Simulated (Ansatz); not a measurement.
**BFH₄OSSi: one species, many methods**

An exercise on one series of results from a longer session: the logs are not shown, and one member is left open.

The runs use Ansatz 0.2.0, Gaussian basis; functionals in def2-TZVPP, the program's frozen cores in correlated methods.

Plan: PBE-D4, r2SCAN-D4, PBE0-D4, B3LYP-D4, ωB97X-V, ωB97M-V, B2PLYP; CCSD(T)/def2-TZVPP; MP2/def2-QZVPP; extrapolation to the limit.

## Structure used throughout

The geometry comes from an earlier relaxation with PBE0-D4 in a triple-zeta def2 set; it is a stationary point, not always the lowest conformer.

9 atoms, charge 0, spin multiplicity 1.

Atoms are counted from 1 here; the program's logs count them from 0.

Bond lengths: O1–B2 1.348 Å, O1–H6 0.965 Å, B2–F3 1.336 Å, B2–Si4 2.031 Å, Si4–S5 2.143 Å, Si4–H7 1.490 Å, Si4–H8 1.486 Å, S5–H9 1.344 Å. Angles: B2–O1–H6 113.7°, O1–B2–F3 119.1°, O1–B2–Si4 119.9°, F3–B2–Si4 121.0°, B2–Si4–S5 109.7°, B2–Si4–H7 109.2°, B2–Si4–H8 111.7°, S5–Si4–H7 112.0°, S5–Si4–H8 106.9°, H7–Si4–H8 107.3°, Si4–S5–H9 93.5°.

The first run:

in.yaml reads:

```yaml
crystal:
  periodic: [false, false, false]
  atoms:
    - {symbol: O, position_ang: [1.105214, 0.797464, 1.133768]}
    - {symbol: B, position_ang: [0.965006, -0.296237, 0.358874]}
    - {symbol: F, position_ang: [1.934852, -1.214761, 0.350974]}
    - {symbol: Si, position_ang: [-0.687156, -0.510682, -0.803277]}
    - {symbol: S, position_ang: [-2.236649, 0.794782, -0.106054]}
    - {symbol: H, position_ang: [1.929936, 0.815699, 1.633893]}
    - {symbol: H, position_ang: [-0.325981, -0.239550, -2.223326]}
    - {symbol: H, position_ang: [-1.226217, -1.893513, -0.740493]}
    - {symbol: H, position_ang: [-1.370405, 1.700399, 0.378541]}
basis:
  gaussian: {orbitals: def2-TZVPP}
hamiltonian: {xc: pbe, dispersion: d4}
output: {forces: true, orbitals: {seedname: orbitals}}
```

Run with:

```console
> ansatz run in.yaml --threads 4 --pin off --events-out ev --progress --plain --max-ram 10444MiB
```

Steps of the session up to this table: PBE-D4 (GGA); r2SCAN-D4 (meta-GGA); PBE0-D4 (hybrid); B3LYP-D4 (hybrid); ωB97X-V (range-separated); ωB97M-V (range-separated); B2PLYP (double hybrid); CCSD(T) in def2-TZVPP; MP2 in def2-QZVPP.

One of the session's tables, all rows but one given; the rest of the session is left out.

It belongs to the step «Atomisation energies». 

```
            method  atomisation energy (kJ/mol)
            PBE-D4                       3341.9
         r2SCAN-D4                       3309.9
           PBE0-D4                       3276.6
          B3LYP-D4                       3277.5
           ωB97X-V                       3306.7
           ωB97M-V                       3306.8
            B2PLYP                       3248.0
     HF/def2-TZVPP                       2421.7
    MP2/def2-TZVPP                       3274.2
   CCSD/def2-TZVPP                       3145.6
CCSD(T)/def2-TZVPP                       3196.5
           MP2/CBS                            ?
       CCSD(T)/CBS                       3289.9
```

**Question.** Estimate the row for MP2/CBS.

As computed: atomisation energy (kJ/mol): 3367.6. In the column «atomisation energy (kJ/mol)» it is the highest.

To keep in mind: Free atoms (1 O, 1 B, 1 F, 1 Si, 1 S, 4 H) were run apart at each level; the atomisation energy is their sum less the molecule, without zero-point or spin-orbit terms.
